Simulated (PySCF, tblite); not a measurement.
**C8H9NSi: geometry, infrared bands and NMR shifts**

Wanted: the infrared bands and NMR shifts of C8H9NSi (`C#C[SiH2]/C(=C/C#N)C(=C)C`), by calculation.

Computed with tblite 0.8.0 and PySCF 2.14.0, with density-fitted response routines of our own, on a single molecule in the gas phase. Atoms count from 0, in the outputs and in this text.

### Step 1. The starting structure

19 atoms, charge 0, multiplicity 1; geometry from: force field or distance geometry start.

Bonds of the start (Å): C0–C1 1.19, C1–Si2 1.89, Si2–C3 1.88, C3–C4 1.36, C4–C5 1.42, C5–N6 1.15, C3–C7 1.46, C7–C8 1.34, C7–C9 1.51, C0–H10 1.07, Si2–H11 1.48, Si2–H12 1.49, C4–H13 1.09, C8–H14 1.08, C8–H15 1.10, C9–H16 1.10, C9–H17 1.10, C9–H18 1.09.

### Step 2. Geometry optimisation with GFN2-xTB

What the job is given:

```
{"job": {"kind": "relax", "xc": "GFN2-xTB", "basis": "xTB"}, "charge": 0, "multiplicity": 1}
C      1.355500     0.102900    -3.599700
C      1.532000     0.037400    -2.424900
Si     1.835400    -0.085100    -0.560500
C      0.218800    -0.528300     0.301500
C     -0.220700    -1.813800     0.329700
C     -1.429700    -2.241600     0.946300
N     -2.399000    -2.617500     1.446000
C     -0.474400     0.572600     0.968900
C     -0.455500     0.699900     2.302200
C     -1.278700     1.498200     0.089900
H      1.175800     0.170400    -4.651400
H      2.816100    -1.152000    -0.279200
H      2.348900     1.206000    -0.031600
H      0.343900    -2.600900    -0.176600
H      0.083100     0.027800     2.945700
H     -1.005600     1.504800     2.808500
H     -1.865200     2.210800     0.679200
H     -0.617500     2.079300    -0.564400
H     -1.973000     0.938500    -0.537000
```

On the command line:

```bash
$ OMP_NUM_THREADS=1 python probes_run.py task.json out
```

One launch serves the whole session: the jobs run in the order shown.

**Question.** This job is followed by: GFN2-xTB harmonic vibrations, gas phase; GIAO PBE0/pcSseg-1 NMR shielding, non-relativistic, gas phase. What will the session give for the following? strongest single infrared mode (GFN2-xTB); zero-point energy (GFN2-xTB); 13C shifts against TMS (PBE0/pcSseg-1); 1H shifts against TMS (PBE0/pcSseg-1, means over atoms taken as alike); 29Si shifts against TMS (PBE0/pcSseg-1); 15N shifts against NH3 (PBE0/pcSseg-1).

As calculated:

| quantity | value |
| --- | --- |
| strongest single infrared mode (GFN2-xTB) | 2228 cm⁻¹, 423 km/mol |
| zero-point energy (GFN2-xTB) | 84.5 kcal/mol |
| 13C shifts against TMS (PBE0/pcSseg-1) | 172.0, 152.5, 126.1, 121.7, 114.2, 107.6, 85.3, 26.3 ppm |
| 1H shifts against TMS (PBE0/pcSseg-1, means over atoms taken as alike) | 5.77, 5.67, 5.53, 4.64, 2.21, 2.12 ppm |
| 29Si shifts against TMS (PBE0/pcSseg-1) | -64.6 ppm |
| 15N shifts against NH3 (PBE0/pcSseg-1) | 330.7 ppm |

What this shows: The optimisation took 154 steps and gained 0.164 eV; among the close pairs (by a distance rule), C1–Si2 changed most, from 1.893 to 1.851 Å. No mode is imaginary among the 51: a minimum at this level. The strongest single mode, at 2228 cm⁻¹, moves mainly H12 and H11. GFN2-xTB is a fitted tight-binding method: band positions and strengths are rough. Its intensities can rank the bands wrongly. At PBE0/pcSseg-1: The largest span, 425 ppm, is at N6, where the paramagnetic term is -404 ppm.
